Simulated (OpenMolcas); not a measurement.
# V⁴⁺ among point charges: CASSCF and CASPT2 levels and susceptibility

Aim: the splitting of the states of V⁴⁺ in the field of 3 point charges, its lowest levels with spin-orbit coupling and its magnetic susceptibility.

The numbers are computed with OpenMolcas 26.06 (state-averaged CASSCF and CASPT2, spin-orbit coupling by RASSI with atomic mean-field integrals), except any that are marked as measured or tabulated.

## 1. What is computed

* Species: V⁴⁺ (vanadium, Z = 23, 19 electrons)
* Basis: ANO-RCC-VDZP [5s4p2d1f], 34 functions
* Scalar Hamiltonian: DKH2, point nucleus
* Inactive shells: 1s 2s 2p 3s 3p
* Active space: 1 electron in 5 orbitals (3d)
* Some configurations of this space: 3d
* Orbitals: optimised for each spin and parity, averaged over all roots

Outer shells as boxes (Hund's rule):

3d
```
3d [↑ ][  ][  ][  ][  ]
```

The ion sits among 3 point charges of -1.5 e arranged as a planar triangle (D3h), 2.12 Å from the ion.

Each step is its own input file, run in one work folder so that later steps find the files of earlier ones. Labels, J, g values, rates, χT and fits are worked out afterwards by a script from the matrices that RASSI stores.

## 2. One- and two-electron integrals

The input, a.inp:

```
&GATEWAY
Coord
1

V 0.0 0.0 0.0
Basis=ANO-RCC-VDZP
Group=NoSym
NoMove
AngMom=0.0 0.0 0.0
AMFI
XField
3 Angstrom 0
2.120000 0.000000 0.000000 -1.500000
-1.060000 1.835974 0.000000 -1.500000
-1.060000 -1.835974 0.000000 -1.500000
&SEWARD
```

On the command line:

```
OMP_NUM_THREADS=1 MOLCAS_MEM=1689 MOLCAS_PROJECT=a pymolcas a.inp > a.log
```

## 3. CASSCF: doublets, 5 roots

The input, a.inp:

```
&RASSCF
FileOrb=start.orb
Symmetry=1
Spin=2
nActEl=1 0 0
Inactive=9
Ras2=5
CIRoot=5 5 1
SDav=5
CIMx=300
Iter=120 100
PrWF=0.3
OrbListing=Nothing
MaxOrb=0
>>> COPY $Project.JobIph JOB001
```

start.orb holds the contracted functions of the basis, ordered by shell, or the orbitals of the step before.

## 4. RASSI: spin-orbit coupling between the states

The input, a.inp:

```
&RASSI
NrOfJobIphs=1 5
1 2 3 4 5
IphNames
JOB001
EJob
SpinOrbit
DIPRint=1.0
SOCoupling=1000.0
Subsets=2
Property=9
'ANGMOM' 1 'ANGMOM' 2 'ANGMOM' 3 'MLTPL  1' 1 'MLTPL  1' 2 'MLTPL  1' 3
'AMFI' 1 'AMFI' 2 'AMFI' 3
SOProperty=3
'ANGMOM' 1 'ANGMOM' 2 'ANGMOM' 3
```

## 5. CASPT2: IPEA 0.25, imaginary shift 0.1 (closed shells correlated: 3s 3p)

The input, a.inp:

```
>>> COPY JOB001 $Project.JobIph
&CASPT2
Multistate=5 1 2 3 4 5
NoMult
Frozen=5
IPEA=0.25
Imaginary=0.1
MaxIter=60
WThr=0.0 0.3 0.05
PrWF=0.5
NoMix
```

(Steps that only read results are left out.)

**Question.** What will these runs give? Wanted: spin-free ground state; first state of the same spin within the active space; lowest level; next level.

The runs gave:

| quantity | value |
| --- | --- |
| method | SS-CASPT2, IPEA 0.25, imaginary shift 0.1 (closed shells correlated: 3s 3p) |
| spin-free ground state | 2A1, 1-fold in its orbital part |
| first state of the same spin within the active space | 2E at 892 cm⁻¹ |
| lowest level | 2-fold E1/2, g = 0.34, 0.34, 1.80 |
| next level | 964.7 cm⁻¹ |
| χT at 300 K | 0.37 cm³ K/mol |
| effective moment at 300 K | 1.71 μB |

Cost by method:

```tsv
method	time of its own steps	time with the reference
A. CASSCF	1.8 s	1.8 s
B. SS-CASPT2, IPEA 0.25, imaginary shift 0.1, +3s 3p	0.57 s	2.4 s
```

Times are of one thread on a shared host.

The spin-free ground state (2A1) comes to 100 % from free-ion D terms and keeps the highest spin of the shell. χT at 300 K is 0.37, against 0.38 cm³ K/mol for the spin alone; near agreement at one temperature doesn't show that the orbital moment is quenched. CASPT2 does not keep the components of a term degenerate, and the means are used. The field of point charges can differ much from that of real complexes. This is an electrostatic model: the charges have no orbitals.
